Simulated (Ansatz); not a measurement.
# OsClBr: the band gap up the ladder of functionals

One table from this session's results is given with a row withheld; the runs are named, their logs left out.

Code: Ansatz 0.2.0. PAW datasets, plane waves. The cell comes from a prototype generator: it can be a known phase or a hypothetical one. Spin polarisation is off.

### Starting point

The cell was relaxed beforehand with r2SCAN.

The sheet's in-plane cell has a = 3.541 Å, b = 3.541 Å (γ = 120.0°), and its outermost atoms lie 3.08 Å apart along the normal. Os has 3 Br at 2.39 Å and 3 Cl at 2.75 Å; Cl has 3 Os at 2.75 Å and 1 Br at 3.08 Å; Br has 3 Os at 2.39 Å and 1 Cl at 3.08 Å.

The structure in full:

```xyz
3
Lattice="3.5407 0.0000 0.0000 -1.7703 3.0663 0.0000 0.0000 0.0000 30.3613" Properties=species:S:1:pos:R:3 pbc="T T F"
Os    0.0000    2.0442    8.7984
Cl    1.7703    1.0221   10.6394
Br    1.7703    1.0221    7.5622
```
Periodic in the plane only; c spans the vacuum.

The first run:

Input file input.yaml:

```yaml
crystal:
  lattice:
    - [3.5406919001, 0.0, 0.0]
    - [-1.7703459501, 3.0663291325, 0.0]
    - [0.0, 0.0, 30.3612913624]
  atoms:
    - { symbol: Os, position: [0.3333333333, 0.6666666667, 0.2897904429] }
    - { symbol: Cl, position: [0.6666666667, 0.3333333333, 0.3504258568] }
    - { symbol: Br, position: [0.6666666667, 0.3333333333, 0.2490739376] }
  periodic: [true, true, false]
kpoints:
  mp_grid: { grid: [12, 12, 1] }
  band_path:
    path:
      - [0, 0, 0]
      - [0.5, 0, 0]
      - [0.3333333333333, 0.3333333333333, 0]
      - [0, 0, 0]
    npoints: 10
hamiltonian:
  xc: pbe
scf:
  occupations: { method: fermi_dirac, width: 0.02 }
  n_extra_bands: 4
output:
  forces: true
  stress: true
  eigenvalues: true
```

Run with:

```console
ansatz run input.yaml --threads 4 --pin off --max-ram 5529MiB --backend cpu --events-out ev --progress --plain --runs-dir out
```

Steps of the session up to this table: PBE bands along the symmetry lines; Single point with r2SCAN; HSE06; Single point with PBE+SOC; Single point with PBE0; LDA; Single point with HSE06+SOC; Single point with r2SCANh; Single point with r2SCAN0.

One of the session's tables, all rows but one given; the rest of the session is left out.

```
    level  gap (eV)
      PBE      0.35
   r2SCAN         ?
    HSE06      1.41
  PBE+SOC      0.21
     PBE0      2.12
      LDA      0.28
HSE06+SOC      1.09
  r2SCANh      1.29
  r2SCAN0      2.45
```

Estimate the missing values for r2SCAN.

Worked estimate for «gap (eV)». Against the share of exact exchange, r2SCANh (0.1, 1.29), r2SCAN0 (0.25, 2.45) give a slope of 7.73 per unit share; at 0 the line stands at 0.52.

As computed: gap (eV): 0.62. In «gap (eV)» the line misses by -0.10.

Meshes: PBE 12×12×1, r2SCAN 12×12×1, HSE06 6×6×1, PBE+SOC 12×12×1, PBE0 6×6×1, LDA 12×12×1, HSE06+SOC 6×6×1, r2SCANh 6×6×1, r2SCAN0 6×6×1

The gap runs from 0.21 eV (PBE+SOC) to 2.45 eV (r2SCAN0). Against HSE06, PBE is short by 1.06 eV, at 25 % of it, and r2SCAN 44 %. PBE0 lies 0.72 eV above HSE06, which differs from it by screening the long-range exchange.

Caveats from the session: Warnings in the runs' records: stress exchange threshold loose, stress scf threshold loose.
